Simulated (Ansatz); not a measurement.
# Al2InN3: the cost of one run

Method: DFT LDA, scalar-relativistic, plane waves, PAW, in Ansatz 0.2.0.

16 further runs of the same task are left out: 16 set aside as unsound or not needed.

**1. The structure to begin with**

Symmetry: Cmc2_1, No. 36, orthorhombic system. The conventional cell has a = 9.672 Å, b = 5.563 Å, c = 5.166 Å, α = 90.00°, β = 90.00°, γ = 90.00°. Al (site symmetry 1) is surrounded by 4 N at 1.88 to 1.89 Å. In (site symmetry m) has 4 N at 2.14 to 2.16 Å as nearest neighbours. Around N (site symmetry 1) lie 3 Al at 1.88 to 1.89 Å and 1 In at 2.14 Å. Around N (site symmetry m) lie 2 Al at 1.88 Å and 2 In at 2.14 to 2.16 Å.

Coordinates:

```xyz
12
Lattice="4.8362 -2.7814 0.0000 4.8362 2.7814 0.0000 0.0000 0.0000 5.1664" Properties=species:S:1:pos:R:3 pbc="T T T"
Al    1.6585    0.9096    5.1234
Al    8.0140    0.9096    5.1234
Al    8.0140   -0.9096    2.5402
Al    1.6585   -0.9096    2.5402
In    4.8362    0.9891    5.1016
In    4.8362   -0.9891    2.5184
N     1.7820    0.8296    1.8403
N     7.8905    0.8296    1.8403
N     7.8905   -0.8296    4.4235
N     1.7820   -0.8296    4.4235
N     4.8362    1.1111    2.0911
N     4.8362   -1.1111    4.6743
```

It goes back to an entry of the Materials Project, which need not be the stable form.

This cell was relaxed beforehand with the same method: volume 11.58 Å³/atom, gap on the mesh 2.45 eV.

**2. The scan**

The energy is mapped over volume and the cell's shape.

The axes are (1) volume per atom: 7 values from 10.19 to 12.97 Å³; (2) stretch along b over the lengths across it, relative to the relaxed cell: 7 values from 0.923 to 1.083.

Nothing else is relaxed (fractional coordinates fixed). Energies count from the relaxed crystal. Points are written as (first, second).

**3. Point (10.66 Å³, 0.923)**

input.yaml

```yaml
crystal:
  lattice:
    - [4.8309861692, -2.5644494873, 0.0]
    - [4.8309861692, 2.5644494873, 0.0]
    - [0.0, 0.0, 5.160782058]
  atoms:
    - { symbol: Al, position: [0.0079415211, 0.3349865408, 0.9916859604] }
    - { symbol: Al, position: [0.6650134592, 0.9920584789, 0.9916859604] }
    - { symbol: Al, position: [0.9920584789, 0.6650134592, 0.4916859604] }
    - { symbol: Al, position: [0.3349865408, 0.0079415211, 0.4916859604] }
    - { symbol: In, position: [0.3221999761, 0.6778000239, 0.9874513034] }
    - { symbol: In, position: [0.6778000239, 0.3221999761, 0.4874513034] }
    - { symbol: "N", position: [0.0350941391, 0.333373531, 0.3562094523] }
    - { symbol: "N", position: [0.666626469, 0.9649058609, 0.3562094523] }
    - { symbol: "N", position: [0.9649058609, 0.666626469, 0.8562094523] }
    - { symbol: "N", position: [0.333373531, 0.0350941391, 0.8562094523] }
    - { symbol: "N", position: [0.3002606421, 0.6997393579, 0.4047578412] }
    - { symbol: "N", position: [0.6997393579, 0.3002606421, 0.9047578412] }
basis:
  ecutwfc: 520.0
kpoints:
  mp_grid: { grid: [6, 6, 6] }
hamiltonian:
  xc: lda
  pseudopotentials: { kind: paw, azcp: { folder: soft_1 } }
scf:
  occupations: { method: gaussian, width: 0.05 }
output:
  forces: true
  stress: true
  eigenvalues: true
```

Launch:

```bash
$ ansatz run input.yaml --threads 4 --pin off --max-ram 8192MiB --backend cpu --events-out ev --progress --plain --runs-dir out
```

What time and memory should one allow on 4 threads of Arm Neoverse N1, shared host?

About 17 s, with a peak of 0.62 GiB.
